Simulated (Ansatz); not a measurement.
# C₂H₅BS: one species, many methods

The task here is to estimate one member of a computed series from the others.

Computed with Ansatz 0.2.0, Gaussian basis. Level: functionals in def2-TZVPP, the program's frozen cores in correlated methods.

The runs, in order: LDA (SPW92), PBE-D4, revPBE-D4, BLYP-D4, r2SCAN-D4, B97M-V, PBE0-D4, B3LYP-D4, r2SCANh-D4, r2SCAN0-D4, HSE06-D4, BHLYP-D4, CAM-B3LYP-D4, LC-ωPBE, ωB97X-V, ωB97M-V, B2PLYP, PBE-QIDH; CCSD(T)/def2-SVP; CCSD(T)/def2-TZVPP; MP2/def2-QZVPP; extrapolation to the limit; RPA on PBE.

## Structure used throughout

An earlier PBE0-D4 in a triple-zeta def2 set relaxation fixed the geometry.

SMILES `BC(=C)S`, 9 atoms, charge 0, spin multiplicity 1.

Atoms are counted from 1 here; the program's logs count them from 0.

Bond lengths: B1–C2 1.538 Å, B1–H5 1.195 Å, B1–H6 1.197 Å, C2–C3 1.345 Å, C2–S4 1.762 Å, C3–H7 1.087 Å, C3–H8 1.083 Å, S4–H9 1.340 Å. Angles: C2–B1–H5 118.2°, C2–B1–H6 121.7°, H5–B1–H6 120.0°, B1–C2–C3 118.7°, B1–C2–S4 121.6°, C3–C2–S4 119.8°, C2–C3–H7 123.5°, C2–C3–H8 119.4°, H7–C3–H8 117.2°, C2–S4–H9 96.5°.

The first run:

File in.yaml:

```yaml
crystal:
  periodic: [false, false, false]
  atoms:
    - {symbol: B, position_ang: [-0.365301, 0.836631, -0.852973]}
    - {symbol: C, position_ang: [0.018817, -0.161378, 0.251947]}
    - {symbol: C, position_ang: [1.054586, -0.992192, 0.038783]}
    - {symbol: S, position_ang: [-0.863365, -0.236367, 1.774890]}
    - {symbol: H, position_ang: [0.274908, 0.836938, -1.862435]}
    - {symbol: H, position_ang: [-1.277665, 1.599675, -0.722591]}
    - {symbol: H, position_ang: [1.392377, -1.727220, 0.764278]}
    - {symbol: H, position_ang: [1.592347, -0.940386, -0.900104]}
    - {symbol: H, position_ang: [-1.738305, 0.738097, 1.491005]}
basis:
  gaussian: {orbitals: def2-TZVPP}
hamiltonian: {xc: lda}
output: {orbitals: {seedname: orbitals}}
```

Command:

```sh
$ ansatz run in.yaml --threads 2 --pin off --events-out ev --progress --plain --max-ram 4352MiB
```

Among the steps run: LDA; PBE-D4 (GGA); revPBE-D4 (GGA); BLYP-D4 (GGA); r2SCAN-D4 (meta-GGA); B97M-V (meta-GGA); PBE0-D4 (hybrid); B3LYP-D4 (hybrid); r2SCANh-D4 (hybrid); r2SCAN0-D4 (hybrid); HSE06-D4 (hybrid); BHLYP-D4 (hybrid); CAM-B3LYP-D4 (range-separated); LC-ωPBE (range-separated); ωB97X-V (range-separated); ωB97M-V (range-separated); B2PLYP (double hybrid); PBE-QIDH (double hybrid).

One of the session's tables, all rows but one given; the rest of the session is left out.

It belongs to the step «Orbital energies across the functionals». 

| functional | HOMO (eV) | LUMO (eV) | gap (eV) |
| --- | --- | --- | --- |
| LDA (SPW92) | -5.86 | -3.51 | 2.34 |
| PBE-D4 | -5.70 | -3.24 | 2.46 |
| revPBE-D4 | -5.64 | -3.13 | 2.51 |
| BLYP-D4 | -5.52 | -3.06 | 2.46 |
| r2SCAN-D4 | ? | ? | ? |
| B97M-V | -5.93 | -3.01 | 2.92 |
| PBE0-D4 | -6.73 | -2.29 | 4.44 |
| B3LYP-D4 | -6.51 | -2.48 | 4.03 |
| r2SCANh-D4 | -6.27 | -2.66 | 3.61 |
| r2SCAN0-D4 | -6.85 | -2.15 | 4.70 |
| HSE06-D4 | -6.33 | -2.67 | 3.66 |
| BHLYP-D4 | -7.61 | -1.22 | 6.39 |
| CAM-B3LYP-D4 | -7.96 | -1.18 | 6.78 |
| LC-ωPBE | -9.29 | -0.05 | 9.24 |
| ωB97X-V | -8.94 | -0.11 | 8.82 |
| ωB97M-V | -8.82 | -0.29 | 8.53 |

Q: Estimate the row for r2SCAN-D4 from the others.

Worked estimate for «HOMO (eV)». Against the share of exact exchange, r2SCANh-D4 (0.1, -6.27), r2SCAN0-D4 (0.25, -6.85) give a slope of -3.87 per unit share; at 0 the line stands at -5.88.

**Answer.** HOMO (eV): -5.88; LUMO (eV): -3.00; gap (eV): 2.88. In «HOMO (eV)» the line misses by 0.00.
